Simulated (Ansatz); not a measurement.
# CH₅AlO₂Si: up Jacob's ladder to CCSD(T)

An exercise on one series of results from a longer session: the logs are not shown, and one member is left open.

The runs use Ansatz 0.2.0, Gaussian basis; functionals in def2-TZVPP, the program's frozen cores in correlated methods.

Levels to be run: PBE-D4, r2SCAN-D4, PBE0-D4, B3LYP-D4, ωB97X-V, ωB97M-V, B2PLYP; CCSD(T)/def2-TZVPP; MP2/def2-QZVPP; extrapolation to the limit.

## Structure used throughout

An earlier PBE0-D4 in a triple-zeta def2 set relaxation fixed the geometry.

SMILES `C[SiH]1[O][Al]1[OH]`, 10 atoms, charge 0, spin multiplicity 1.

Atoms are counted from 1 here; the program's logs count them from 0.

Bond lengths: C1–Si2 1.862 Å, C1–H6 1.091 Å, C1–H7 1.093 Å, C1–H8 1.095 Å, Si2–O3 1.680 Å, Si2–Al4 2.278 Å, Si2–H9 1.493 Å, O3–Al4 1.736 Å, Al4–O5 1.685 Å, O5–H10 0.955 Å. Angles: Si2–C1–H6 112.1°, Si2–C1–H7 110.2°, Si2–C1–H8 109.2°, H6–C1–H7 108.7°, H6–C1–H8 108.6°, H7–C1–H8 107.8°, C1–Si2–O3 116.2°, C1–Si2–Al4 128.6°, C1–Si2–H9 107.5°, O3–Si2–Al4 49.2°, O3–Si2–H9 114.2°, Al4–Si2–H9 123.6°, Si2–O3–Al4 83.6°, Si2–Al4–O3 47.1°, Si2–Al4–O5 175.1°, O3–Al4–O5 128.0°, Al4–O5–H10 125.2°.

Set-up of the first run:

Input file in.yaml:

```yaml
crystal:
  periodic: [false, false, false]
  atoms:
    - {symbol: C, position_ang: [-1.729873, -0.730362, 0.528551]}
    - {symbol: Si, position_ang: [-0.032208, -0.011452, 0.787712]}
    - {symbol: O, position_ang: [1.231334, -0.788521, -0.001689]}
    - {symbol: Al, position_ang: [1.440370, 0.752598, -0.773613]}
    - {symbol: O, position_ang: [2.580881, 1.183849, -1.936083]}
    - {symbol: H, position_ang: [-1.967627, -0.851110, -0.528914]}
    - {symbol: H, position_ang: [-2.486578, -0.088231, 0.987650]}
    - {symbol: H, position_ang: [-1.784299, -1.710601, 1.013814]}
    - {symbol: H, position_ang: [0.169190, 0.143995, 2.258630]}
    - {symbol: H, position_ang: [2.661809, 2.048736, -2.333156]}
basis:
  gaussian: {orbitals: def2-TZVPP}
hamiltonian: {xc: pbe, dispersion: d4}
output: {forces: true, orbitals: {seedname: orbitals}}
```

Started as:

```sh
$ ansatz run in.yaml --threads 4 --pin off --events-out ev --progress --plain --max-ram 10444MiB
```

Steps of the session up to this table: PBE-D4 (GGA); r2SCAN-D4 (meta-GGA); PBE0-D4 (hybrid); B3LYP-D4 (hybrid); ωB97X-V (range-separated); ωB97M-V (range-separated); B2PLYP (double hybrid); CCSD(T) in def2-TZVPP; MP2 in def2-QZVPP.

One of the session's tables, all rows but one given; the rest of the session is left out.

```
            method  atomisation energy (kJ/mol)
            PBE-D4                       3778.3
         r2SCAN-D4                       3752.9
           PBE0-D4                       3699.3
          B3LYP-D4                       3707.6
           ωB97X-V                       3739.5
           ωB97M-V                       3738.7
            B2PLYP                       3686.6
     HF/def2-TZVPP                       2666.9
    MP2/def2-TZVPP                            ?
   CCSD/def2-TZVPP                       3572.0
CCSD(T)/def2-TZVPP                       3634.1
           MP2/CBS                       3838.3
       CCSD(T)/CBS                       3746.5
```

**Question.** Estimate the row for MP2/def2-TZVPP.

As computed: atomisation energy (kJ/mol): 3725.8. In the column «atomisation energy (kJ/mol)» it lies between B3LYP-D4 (3707.6) and ωB97M-V (3738.7).

To keep in mind: Free atoms (1 C, 1 Si, 2 O, 1 Al, 5 H) were run apart at each level; the atomisation energy is their sum less the molecule, without zero-point or spin-orbit terms.
